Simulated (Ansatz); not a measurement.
# GaHCl₂ + Cl₃HHfO: a complex and its separated parts

Aim: how far the complex at one end of a reaction step lies below its separated, relaxed parts, level by level.

The runs use Ansatz 0.2.0, Gaussian basis; PBE0-D4/def2-TZVP structures, single points in def2-TZVPP, no counterpoise correction.

Levels: SPW92, PBE-D4, BLYP-D4, r2SCAN-D4, B97M-V, PBE0-D4, B3LYP-D4, r2SCAN0-D4, BHLYP-D4, CAM-B3LYP-D4, wB97X-V, wB97M-V, B2PLYP, PBE-QIDH, RPA on PBE, Hartree-Fock, MP2, CCSD, CCSD(T).

Cores are frozen in the correlated methods. Filled d shells of the heavier atoms are correlated. Core potentials replace the inner electrons past krypton, and spin-orbit coupling is left out. B3LYP uses VWN-RPA correlation. B2PLYP carries no dispersion term here.

88 further runs of the same task are left out: 88 set aside as unsound or not needed.

### 1 Starting geometry

The complex: 10 atoms, charge 0, spin multiplicity 1.

Atoms are counted from 1 here; the program's logs count them from 0.

Bond lengths: Ga1–H2 1.613 Å, Ga1–Cl3 2.129 Å, Ga1–Cl4 2.135 Å, Ga1–Cl9 2.416 Å, H2–Hf5 2.247 Å, Hf5–O6 1.873 Å, Hf5–Cl7 2.333 Å, Hf5–Cl8 2.335 Å, Hf5–Cl9 2.487 Å, O6–H10 0.954 Å. Angles: H2–Ga1–Cl3 115.7°, H2–Ga1–Cl4 114.7°, H2–Ga1–Cl9 88.8°, Cl3–Ga1–Cl4 120.0°, Cl3–Ga1–Cl9 106.0°, Cl4–Ga1–Cl9 105.5°, Ga1–H2–Hf5 113.2°, H2–Hf5–O6 83.7°, H2–Hf5–Cl7 78.9°, H2–Hf5–Cl8 168.6°, H2–Hf5–Cl9 74.6°, O6–Hf5–Cl7 113.0°, O6–Hf5–Cl8 105.2°, O6–Hf5–Cl9 113.9°, Cl7–Hf5–Cl8 103.4°, Cl7–Hf5–Cl9 122.2°, Cl8–Hf5–Cl9 95.0°, Hf5–O6–H10 176.3° and more.

Geometry (Å):

```xyz
10

Ga    0.00892   -1.93763   -0.28312
H    -0.88014   -0.61457   -0.52861
Cl    0.41238   -3.11194   -2.01241
Cl   -0.30696   -2.88697    1.60260
Hf    0.24606    1.29285   -0.14939
O    -0.88162    1.41909    1.34065
Cl   -0.83202    1.80057   -2.15496
Cl    1.78297    3.03347    0.09541
Cl    1.94059   -0.51905    0.02257
H    -1.49018    1.52408    2.06726
```

Its parts: GaHCl₂ holds atoms 1, 2, 3, 4; Cl₃HHfO holds atoms 5, 6, 7, 8, 9, 10. Each part counts its atoms afresh in its own runs.

### 2 Relaxing GaHCl₂ alone

relax-a/in.yaml

```yaml
crystal:
  periodic: [false, false, false]
  atoms:
    - {symbol: Ga, position_ang: [0.008924, -1.937629, -0.283123]}
    - {symbol: H, position_ang: [-0.880141, -0.614567, -0.528615]}
    - {symbol: Cl, position_ang: [0.412377, -3.111936, -2.012406]}
    - {symbol: Cl, position_ang: [-0.306964, -2.886970, 1.602601]}
basis:
  gaussian: {orbitals: def2-TZVP}
hamiltonian: {xc: pbe0, dispersion: d4}
relax: {f_tol: 0.005, max_steps: 200}
```

On the command line:

```bash
ansatz run in.yaml --threads 4 --pin off --events-out ev --progress --plain --max-ram 63488MiB --backend cpu
```

Further steps of the session: Relaxing Cl₃HHfO alone; SPW92/def2-TZVPP; PBE-D4/def2-TZVPP; BLYP-D4/def2-TZVPP; r2SCAN-D4/def2-TZVPP; B97M-V/def2-TZVPP; PBE0-D4/def2-TZVPP; B3LYP-D4/def2-TZVPP; r2SCAN0-D4/def2-TZVPP; BHLYP-D4/def2-TZVPP; CAM-B3LYP-D4/def2-TZVPP; wB97X-V/def2-TZVPP; wB97M-V/def2-TZVPP; B2PLYP/def2-TZVPP; PBE-QIDH/def2-TZVPP; RPA on PBE/def2-TZVPP; CCSD(T)/def2-TZVPP; Vibrations of GaHCl₂; Vibrations of Cl₃HHfO.

**Question.** What will these runs give? Wanted: complex less parts, CCSD(T)/def2-TZVPP; with zero-point energy; largest T1 diagnostic.

The runs gave:

| quantity | value |
| --- | --- |
| complex less parts, CCSD(T)/def2-TZVPP | -54.5 kJ/mol |
| with zero-point energy | -50.0 kJ/mol |
| largest T1 diagnostic | 0.014 |

What this shows: At CCSD(T) the complex lies 54.5 kJ/mol below its parts. The functionals run from PBE-QIDH, off by +5.9 kJ/mol, to B2PLYP, off by +25.8 kJ/mol, against CCSD(T). By rung, the mean size of the error is: LDA 13.2, GGA 16.2, meta-GGA 9.6, hybrid 10.1, range-separated hybrid 13.4, double hybrid 15.8 kJ/mol. PBE-D4 gives a relative energy 10.5 kJ/mol too high, outside chemical accuracy (1 kcal/mol, 4.2 kJ/mol). No counterpoise was applied, and triple zeta lacks some correlation, so the CCSD(T) reference has a basis error of its own, and close matches with it are partly luck.
